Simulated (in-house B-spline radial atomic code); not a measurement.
# In⁶⁺: excited configurations

Wanted: excitation energies of In⁶⁺ as differences of total energies (ΔSCF).

Program: in-house B-spline radial atomic code version 1. Level of theory: scalar-relativistic (spin-free one-electron X2C) BHandHLYP, spin-polarised, spherical density, exact exchange averaged over the configuration, Fermi nucleus, basis-set limit. These are calculated values, not measurements, unless marked.

## (1) What is computed

| Property | Result |
| --- | --- |
| element | indium (Z = 49) |
| charge | +6 |
| electrons | 43 |
| configuration | [Kr] 4d7 |
| Hamiltonian | scalar-relativistic (X2C) |
| nucleus | Fermi, rms radius 4.616 fm |

Outer shells as boxes (Hund's rule):

[Kr] 4d7
```
[Kr] core
4d [↑↓][↑↓][↑ ][↑ ][↑ ]
```

Where spins are not typed, each open shell is filled with up spins first.

Settings of the run:

```ini
Z = 49
electrons = 43.0
configuration = [Kr] 4d7
hamiltonian = x2c
method = bhandhlyp
spin_polarised = True
nucleus = fermi
rms_radius = 4.6156
mass_number = 115
atomic_mass = 114.903878772
speed_of_light = 137.035999084
exact_exchange = averaged over the configuration
```

From the earlier run of the reference: total energy -5870.967390 hartree. Levels, eight at most:

| orbital | occupation | energy (eV) | <r> (bohr) |
| --- | --- | --- | --- |
| 3d up | 5 | -546.34 | 0.3234 |
| 3d down | 5 | -544.93 | 0.3237 |
| 4s up | 1 | -223.19 | 0.8354 |
| 4s down | 1 | -218.05 | 0.8342 |
| 4p up | 3 | -178.07 | 0.8945 |
| 4p down | 3 | -172.06 | 0.8948 |
| 4d up | 5 | -109.90 | 1.039 |
| 4d down | 2 | -106.38 | 1.047 |

## (2) Run with [Kr] 4d6 5f1

Changes to the settings of step 1:

```diff
@@ -2,3 +2,3 @@
 electrons = 43.0
-configuration = [Kr] 4d7
+configuration = [Kr] 4d6 5f1
 hamiltonian = x2c
```

On the command line:

```console
python run_scf.py task.json out
```

The settings of every run stand in task.json; they run in order.

The program writes no log. Results of the run, from its result record (rounded, main fields):

```text
{
  "status": "converged",
  "iterations": 10,
  "energy [hartree]": {"total": -5868.12877664, "kinetic": 6167.402083, "nuclear": -14078.7119896, "coulomb": 2200.65549626, "exact_exchange": -77.4056517776, "xc": -80.0687145158},
  "orbitals [hartree, bohr; first row names the columns]": [
    ["name", "occ", "eps", "<r>"],
    ["1s up", 1.0, -1029.1079, 0.029139],
    ["1s down", 1.0, -1029.1076, 0.029139],
    ["2s up", 1.0, -159.21643, 0.12793],
    ["2s down", 1.0, -159.1527, 0.12791],
    ["2p up", 3.0, -143.27644, 0.11192],
    ["2p down", 3.0, -143.21809, 0.11189],
    ["3s up", 1.0, -34.120497, 0.34726],
    ["3s down", 1.0, -34.088865, 0.3471],
    ["3p up", 3.0, -28.827885, 0.34583],
    ["3p down", 3.0, -28.790316, 0.34559],
    ["3d up", 5.0, -20.600615, 0.32313],
    ["3d down", 5.0, -20.526416, 0.32344],
    ["4s up", 1.0, -8.6740116, 0.83019],
    ["4s down", 1.0, -8.4081267, 0.82887],
    ["4p up", 3.0, -7.0032038, 0.88575],
    ["4p down", 3.0, -6.6943167, 0.88698],
    ["4d up", 5.0, -4.4650458, 1.0139],
    ["4d down", 1.0, -4.281862, 1.0272],
    ["5f up", 1.0, -1.1745521, 3.4007]
  ],
  "sum_r [bohr^k]": {"-1": 292.3647, "1": 23.46183, "2": 29.82332},
  "energy_minus_base [hartree]": 2.83861367
}
```

Run time: 0.5 s. Hardware: 1 thread, shared host.

energy_minus_base is the energy less that of the reference run.

## (3) [Ar] 3d10 4s2 4p5 4d7 4f1

Changes to the settings of step 2:

```diff
@@ -2,3 +2,3 @@
 electrons = 43.0
-configuration = [Kr] 4d6 5f1
+configuration = [Ar] 3d10 4s2 4p5 4d7 4f1
 hamiltonian = x2c
```

Result record:

```text
{
  "status": "converged",
  "iterations": 9,
  "energy [hartree]": {"total": -5866.50539316, "kinetic": 6165.47589936, "nuclear": -14084.0391093, "coulomb": 2209.22667315, "exact_exchange": -76.9893325849, "xc": -80.1795238331},
  "orbitals [hartree, bohr; first row names the columns]": [
    ["name", "occ", "eps", "<r>"],
    ["1s up", 1.0, -1028.9914, 0.029139],
    ["1s down", 1.0, -1028.9749, 0.029139],
    ["2s up", 1.0, -159.02338, 0.12792],
    ["2s down", 1.0, -158.96572, 0.1279],
    ["2p up", 3.0, -143.09357, 0.11191],
    ["2p down", 3.0, -143.03226, 0.11189],
    ["3s up", 1.0, -33.913547, 0.3472],
    ["3s down", 1.0, -33.866854, 0.34704],
    ["3p up", 3.0, -28.622005, 0.34576],
    ["3p down", 3.0, -28.563762, 0.3458],
    ["3d up", 5.0, -20.391789, 0.32308],
    ["3d down", 5.0, -20.316352, 0.3232],
    ["4s up", 1.0, -8.4462702, 0.83036],
    ["4s down", 1.0, -8.0899033, 0.82996],
    ["4p up", 3.0, -6.7771524, 0.88669],
    ["4p down", 2.0, -6.4525924, 0.88851],
    ["4d up", 5.0, -4.2482474, 1.02],
    ["4d down", 2.0, -4.0100722, 1.0353],
    ["4f up", 1.0, -1.8973013, 1.5551]
  ],
  "sum_r [bohr^k]": {"-1": 292.4737, "1": 21.80907, "2": 19.89628},
  "energy_minus_base [hartree]": 4.46199714
}
```

Run time: 0.48 s. Hardware: 1 thread, shared host.

## (4) Configuration [Ar] 3d10 4s2 4p5 4d7 5d1

Changes to the settings of step 3:

```diff
@@ -2,3 +2,3 @@
 electrons = 43.0
-configuration = [Ar] 3d10 4s2 4p5 4d7 4f1
+configuration = [Ar] 3d10 4s2 4p5 4d7 5d1
 hamiltonian = x2c
```

Result record:

```text
{
  "status": "converged",
  "iterations": 10,
  "energy [hartree]": {"total": -5866.36364052, "kinetic": 6165.37160699, "nuclear": -14075.6933058, "coulomb": 2200.88967686, "exact_exchange": -76.9007187091, "xc": -80.0308998535},
  "orbitals [hartree, bohr; first row names the columns]": [
    ["name", "occ", "eps", "<r>"],
    ["1s up", 1.0, -1029.1624, 0.029139],
    ["1s down", 1.0, -1029.1453, 0.029139],
    ["2s up", 1.0, -159.20522, 0.12793],
    ["2s down", 1.0, -159.14284, 0.12791],
    ["2p up", 3.0, -143.27347, 0.11191],
    ["2p down", 3.0, -143.20767, 0.1119],
    ["3s up", 1.0, -34.12031, 0.34726],
    ["3s down", 1.0, -34.07508, 0.34712],
    ["3p up", 3.0, -28.828191, 0.34582],
    ["3p down", 3.0, -28.771416, 0.3459],
    ["3d up", 5.0, -20.595849, 0.32312],
    ["3d down", 5.0, -20.520107, 0.32337],
    ["4s up", 1.0, -8.6492541, 0.82791],
    ["4s down", 1.0, -8.3035265, 0.82846],
    ["4p up", 3.0, -6.9725798, 0.88257],
    ["4p down", 2.0, -6.6621184, 0.88572],
    ["4d up", 5.0, -4.4230213, 1.0091],
    ["4d down", 2.0, -4.2076859, 1.0255],
    ["5d up", 1.0, -1.8027155, 2.4807]
  ],
  "sum_r [bohr^k]": {"-1": 292.3033, "1": 22.64021, "2": 23.63473},
  "energy_minus_base [hartree]": 4.60374979
}
```

Run time: 0.5 s. Hardware: 1 thread, shared host.

## (5) Configuration [Ar] 3d9 4s2 4p6 4d7 5p1

Changes to the settings of step 4:

```diff
@@ -2,3 +2,3 @@
 electrons = 43.0
-configuration = [Ar] 3d10 4s2 4p5 4d7 5d1
+configuration = [Ar] 3d9 4s2 4p6 4d7 5p1
 hamiltonian = x2c
```

Result record:

```text
{
  "status": "converged",
  "iterations": 10,
  "energy [hartree]": {"total": -5853.27214019, "kinetic": 6153.02659362, "nuclear": -14024.9536143, "coulomb": 2173.88212815, "exact_exchange": -75.794001891, "xc": -79.4332457631},
  "orbitals [hartree, bohr; first row names the columns]": [
    ["name", "occ", "eps", "<r>"],
    ["1s up", 1.0, -1030.2492, 0.02914],
    ["1s down", 1.0, -1030.2435, 0.02914],
    ["2s up", 1.0, -160.44907, 0.12791],
    ["2s down", 1.0, -160.27732, 0.12784],
    ["2p up", 3.0, -144.50737, 0.11191],
    ["2p down", 3.0, -144.34916, 0.11181],
    ["3s up", 1.0, -34.905142, 0.3449],
    ["3s down", 1.0, -34.718436, 0.34512],
    ["3p up", 3.0, -29.618211, 0.34282],
    ["3p down", 3.0, -29.398021, 0.34316],
    ["3d up", 5.0, -21.472924, 0.31869],
    ["3d down", 4.0, -21.275519, 0.31922],
    ["4s up", 1.0, -8.7279724, 0.8168],
    ["4s down", 1.0, -8.4999958, 0.81762],
    ["4p up", 3.0, -7.0298268, 0.8694],
    ["4p down", 3.0, -6.7706813, 0.87219],
    ["4d up", 5.0, -4.4465565, 0.99038],
    ["4d down", 2.0, -4.2854534, 1.0005],
    ["5p up", 1.0, -2.4550239, 2.0224]
  ],
  "sum_r [bohr^k]": {"-1": 291.2698, "1": 22.43797, "2": 21.51511},
  "energy_minus_base [hartree]": 17.6952501
}
```

Run time: 0.48 s. Hardware: 1 thread, shared host.

## (6) Run with [Ar] 3d9 4s2 4p6 4d7 5f1

Changes to the settings of step 5:

```diff
@@ -2,3 +2,3 @@
 electrons = 43.0
-configuration = [Ar] 3d9 4s2 4p6 4d7 5p1
+configuration = [Ar] 3d9 4s2 4p6 4d7 5f1
 hamiltonian = x2c
```

Result record:

```text
{
  "status": "converged",
  "iterations": 10,
  "energy [hartree]": {"total": -5851.96220406, "kinetic": 6151.66520525, "nuclear": -14015.4539939, "coulomb": 2166.95149765, "exact_exchange": -75.774939707, "xc": -79.3499733791},
  "orbitals [hartree, bohr; first row names the columns]": [
    ["name", "occ", "eps", "<r>"],
    ["1s up", 1.0, -1030.4385, 0.02914],
    ["1s down", 1.0, -1030.4362, 0.02914],
    ["2s up", 1.0, -160.62408, 0.12791],
    ["2s down", 1.0, -160.45396, 0.12784],
    ["2p up", 3.0, -144.68332, 0.11191],
    ["2p down", 3.0, -144.5283, 0.11181],
    ["3s up", 1.0, -35.065344, 0.34487],
    ["3s down", 1.0, -34.880259, 0.34508],
    ["3p up", 3.0, -29.777871, 0.34281],
    ["3p down", 3.0, -29.560281, 0.3431],
    ["3d up", 5.0, -21.635831, 0.31864],
    ["3d down", 4.0, -21.438867, 0.31915],
    ["4s up", 1.0, -8.8801488, 0.81691],
    ["4s down", 1.0, -8.6537331, 0.81745],
    ["4p up", 3.0, -7.1815636, 0.86907],
    ["4p down", 3.0, -6.924143, 0.87187],
    ["4d up", 5.0, -4.5999157, 0.98627],
    ["4d down", 2.0, -4.4377397, 0.99944],
    ["5f up", 1.0, -1.1911642, 3.3337]
  ],
  "sum_r [bohr^k]": {"-1": 291.0761, "1": 23.7238, "2": 29.69002},
  "energy_minus_base [hartree]": 19.0051863
}
```

Run time: 0.53 s. Hardware: 1 thread, shared host.

## (7) [Ar] 3d10 4s2 4p5 4d7 5p1

Changes to the settings of step 6:

```diff
@@ -2,3 +2,3 @@
 electrons = 43.0
-configuration = [Ar] 3d9 4s2 4p6 4d7 5f1
+configuration = [Ar] 3d10 4s2 4p5 4d7 5p1
 hamiltonian = x2c
```

Result record:

```text
{
  "status": "converged",
  "iterations": 9,
  "energy [hartree]": {"total": -5867.01511422, "kinetic": 6166.07461566, "nuclear": -14080.1364569, "coulomb": 2204.04044075, "exact_exchange": -76.9151721445, "xc": -80.0785415841},
  "orbitals [hartree, bohr; first row names the columns]": [
    ["name", "occ", "eps", "<r>"],
    ["1s up", 1.0, -1029.0766, 0.029139],
    ["1s down", 1.0, -1029.0563, 0.029139],
    ["2s up", 1.0, -159.12915, 0.12793],
    ["2s down", 1.0, -159.0683, 0.12791],
    ["2p up", 3.0, -143.19737, 0.11191],
    ["2p down", 3.0, -143.13131, 0.1119],
    ["3s up", 1.0, -34.047227, 0.34725],
    ["3s down", 1.0, -33.999941, 0.34712],
    ["3p up", 3.0, -28.755882, 0.3458],
    ["3p down", 3.0, -28.696158, 0.34591],
    ["3d up", 5.0, -20.520961, 0.32315],
    ["3d down", 5.0, -20.44589, 0.32336],
    ["4s up", 1.0, -8.578988, 0.82806],
    ["4s down", 1.0, -8.2312424, 0.82862],
    ["4p up", 3.0, -6.9034631, 0.88325],
    ["4p down", 2.0, -6.5901952, 0.88602],
    ["4d up", 5.0, -4.3531502, 1.0129],
    ["4d down", 2.0, -4.1371105, 1.0267],
    ["5p up", 1.0, -2.4352744, 2.039]
  ],
  "sum_r [bohr^k]": {"-1": 292.394, "1": 22.223, "2": 21.45801},
  "energy_minus_base [hartree]": 3.95227609
}
```

Wall time 0.46 s (1 thread, shared host).

## (8) The excitation energies

| net move | configuration | 2|M_S|+1 | energy above the reference (eV) | largest <r> (bohr) |
| --- | --- | --- | --- | --- |
| 4d → 5f | [Kr] 4d6 5f1 | 6 | 77.243 | 3.40 |
| 4p → 5p | [Ar] 3d10 4s2 4p5 4d7 5p1 | 6 | 107.55 | 2.04 |
| 4p → 4f | [Ar] 3d10 4s2 4p5 4d7 4f1 | 6 | 121.42 | 1.56 |
| 4p → 5d | [Ar] 3d10 4s2 4p5 4d7 5d1 | 6 | 125.27 | 2.48 |
| 3d → 5p | [Ar] 3d9 4s2 4p6 4d7 5p1 | 6 | 481.51 | 2.02 |
| 3d → 5f | [Ar] 3d9 4s2 4p6 4d7 5f1 | 6 | 517.16 | 3.33 |

What this shows: The lowest of them is 4d → 5f at 77.243 eV and the highest 3d → 5f at 517.16 eV. 2 of them lie more than 60 % above minus the reference's highest level (106.38 eV), in the range where a state can decay by emitting an electron. Two partly filled shells share a symmetry and can mix in the average, which may lower the energy, for: 3d → 5p; 3d → 5f. The reference has 2|M_S|+1 = 4; 6 of the configurations differ from it in spin. These are spherical averages at the typed spins, not spectroscopic levels.
